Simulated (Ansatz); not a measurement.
# AlH₄NSeSi: one species, many methods

One table from this session's results is given with a row withheld; the runs are named, their logs left out.

The runs use Ansatz 0.2.0, Gaussian basis; functionals in def2-TZVPP, the program's frozen cores in correlated methods.

The runs, in order: LDA (SPW92), PBE-D4, revPBE-D4, BLYP-D4, r2SCAN-D4, B97M-V, PBE0-D4, B3LYP-D4, r2SCANh-D4, r2SCAN0-D4, HSE06-D4, BHLYP-D4, CAM-B3LYP-D4, LC-ωPBE, ωB97X-V, ωB97M-V, B2PLYP, PBE-QIDH; CCSD(T)/def2-SVP; CCSD(T)/def2-TZVPP; MP2/def2-QZVPP; extrapolation to the limit; RPA on PBE.

**The relaxed structure**

The geometry comes from an earlier relaxation with PBE0-D4 in a triple-zeta def2 set; it is a stationary point, not always the lowest conformer.

SMILES `[SeH][SiH]1[NH][AlH]1`, 8 atoms, charge 0, spin multiplicity 1.

Atoms are counted from 1 here; the program's logs count them from 0.

Bond lengths: Se1–Si2 2.290 Å, Se1–H5 1.468 Å, Si2–N3 1.753 Å, Si2–Al4 2.298 Å, Si2–H6 1.490 Å, N3–Al4 1.778 Å, N3–H7 1.010 Å, Al4–H8 1.578 Å. Angles: Si2–Se1–H5 94.0°, Se1–Si2–N3 117.5°, Se1–Si2–Al4 125.7°, Se1–Si2–H6 104.2°, N3–Si2–Al4 49.9°, N3–Si2–H6 115.8°, Al4–Si2–H6 129.5°, Si2–N3–Al4 81.2°, Si2–N3–H7 130.6°, Al4–N3–H7 148.1°, Si2–Al4–N3 48.9°, Si2–Al4–H8 174.4°, N3–Al4–H8 136.5°.

The first run:

in.yaml

```yaml
crystal:
  periodic: [false, false, false]
  atoms:
    - {symbol: Se, position_ang: [-2.326620, 0.454152, 0.673546]}
    - {symbol: Si, position_ang: [-0.282719, 0.434136, -0.358232]}
    - {symbol: N, position_ang: [1.037467, -0.362767, 0.476450]}
    - {symbol: Al, position_ang: [0.913714, -1.443116, -0.930493]}
    - {symbol: H, position_ang: [-2.318771, 1.906480, 0.890709]}
    - {symbol: H, position_ang: [-0.047946, 1.857268, -0.730429]}
    - {symbol: H, position_ang: [1.487720, -0.145204, 1.353696]}
    - {symbol: H, position_ang: [1.629254, -2.758049, -1.431047]}
basis:
  gaussian: {orbitals: def2-TZVPP}
hamiltonian: {xc: lda}
output: {orbitals: {seedname: orbitals}}
```

Started as:

```console
$ ansatz run in.yaml --threads 4 --pin off --events-out ev --progress --plain --max-ram 10444MiB
```

Among the steps run: LDA; PBE-D4 (GGA); revPBE-D4 (GGA); BLYP-D4 (GGA); r2SCAN-D4 (meta-GGA); B97M-V (meta-GGA); PBE0-D4 (hybrid); B3LYP-D4 (hybrid); r2SCANh-D4 (hybrid); r2SCAN0-D4 (hybrid); HSE06-D4 (hybrid); BHLYP-D4 (hybrid); CAM-B3LYP-D4 (range-separated); LC-ωPBE (range-separated); ωB97X-V (range-separated); ωB97M-V (range-separated); B2PLYP (double hybrid); PBE-QIDH (double hybrid).

One of the session's tables, all rows but one given; the rest of the session is left out.

It belongs to the step «Frontier levels by functional». 

```
  functional  HOMO (eV)  LUMO (eV)  gap (eV)
 LDA (SPW92)      -5.56      -2.25      3.31
      PBE-D4      -5.45      -2.05      3.40
   revPBE-D4      -5.41      -1.96      3.45
     BLYP-D4      -5.29      -1.90      3.39
   r2SCAN-D4      -5.66      -1.80      3.86
      B97M-V      -5.71      -1.92      3.79
     PBE0-D4      -6.44      -1.30      5.14
    B3LYP-D4      -6.25      -1.47      4.77
  r2SCANh-D4      -6.02      -1.54      4.48
  r2SCAN0-D4      -6.57      -1.16      5.41
    HSE06-D4      -6.05      -1.67      4.39
    BHLYP-D4      -7.31      -0.51      6.80
CAM-B3LYP-D4      -7.63      -0.33      7.30
     LC-ωPBE      -8.88       0.68      9.56
     ωB97X-V      -8.59       0.59      9.18
     ωB97M-V          ?          ?         ?
```

Estimate the missing values for ωB97M-V.

**Answer.** HOMO (eV): -8.39; LUMO (eV): 0.35; gap (eV): 8.74. In the column «HOMO (eV)» it lies between ωB97X-V (-8.59) and CAM-B3LYP-D4 (-7.63).
